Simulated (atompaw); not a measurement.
**Pseudopotential generation for antimony: PAW (atompaw), PBE**

Do these settings give a usable potential? It is generated, then checked for scattering, ghosts and hardness.

Method: atompaw 4.2.0.5, PBE, scalar-relativistic.

**1. Settings**

The settings as typed:

- element: antimony (Sb, Z = 51)
- type: PAW
- frozen core: [Kr]
- valence charge: 15
- reference configuration: 4d10 5s2 5p2 (charge +1)
- partial waves: 5s (bound): rc 1.40 bohr; 5s channel at 3.45 Ry: rc 1.40 bohr; 5p (bound): rc 2.05 bohr; 5p channel at -0.5 Ry: rc 2.05 bohr; 4d (bound): rc 1.70 bohr; 4d channel at -1.7 Ry: rc 1.70 bohr
- local potential: troulliermartins scheme with l = 3 at 0 Ry, radius 1.80 bohr
- core correction: smooth core density matched at 1.45 bohr
- augmentation charge: besselshape compensation charge, radius 1.85 bohr; PAW radius 2.05 bohr; waves and projectors: custom polynom vanderbiltortho

An earlier all-electron run gives the scale for the radii.

All-electron outer shells of the reference configuration (PBE, scalar-relativistic, ld1.x):

| shell | level (eV) | outermost node (bohr) | outermost maximum (bohr) |
| --- | --- | --- | --- |
| 4s | -157.36 | 0.39 | 0.73 |
| 4p | -110.31 | 0.39 | 0.76 |
| 4d | -42.01 | 0.38 | 0.84 |
| 5s | -20.64 | 0.95 | 1.88 |
| 5p | -11.99 | 1.04 | 2.24 |

**2. Generating the potential**

File Sb.input:

```
Sb 51
GGA-PBE scalarrelativistic loggrid 1500 logderivrange -5 5 251
5 5 4 0 0 0
5 1 2
0 0 0
c
c
c
c
v
c
c
c
v
c
v
2
2.05 1.85 1.80 1.45
y
3.45
n
y
-0.5
n
y
-1.7
n
custom polynom vanderbiltortho besselshape
3 0 troulliermartins
1.40
1.40
2.05
2.05
1.70
1.70
PWSCFOUT
UPFDX 0.0125d0 UPFXMIN -7.d0 UPFZMESH 51.d0
END
```

The run is started by

```
atompaw < Sb.input > Sb.log
```

What does the calculation give? Wanted: cutoffs for 10 and 1 mRy, occupied levels; bound ghosts; largest phase difference near zero energy, channels read; lowest eigenvalue of the overlap; share of valence orbitals outside the PAW sphere; UPF file.

As calculated:

```
                                                quantity                             value
               cutoffs for 10 and 1 mRy, occupied levels                   55 Ry and 90 Ry
                                            bound ghosts  s at -147.92 eV, p at -115.13 eV
largest phase difference near zero energy, channels read                         0.007 rad
         lowest eigenvalue of the overlap (Bessel basis)                         0.428 (p)
        share of valence orbitals outside the PAW sphere          5s 51 %, 5p 72 %, 4d 2 %
                                                UPF file                           written
```

It has a bound ghost (s, p), a state that the atom doesn't have, and that rules the file out. Close by lies the frozen 4p level (-110.3 eV). The potential is of middling hardness: the looser tolerance needs 55 Ry. The slowest occupied level is 4d: taken alone it needs 55 Ry to come within 1 mRy, against 30 Ry for 5s. Near zero energy the phases of the channels with partial waves agree within 0.007 rad.
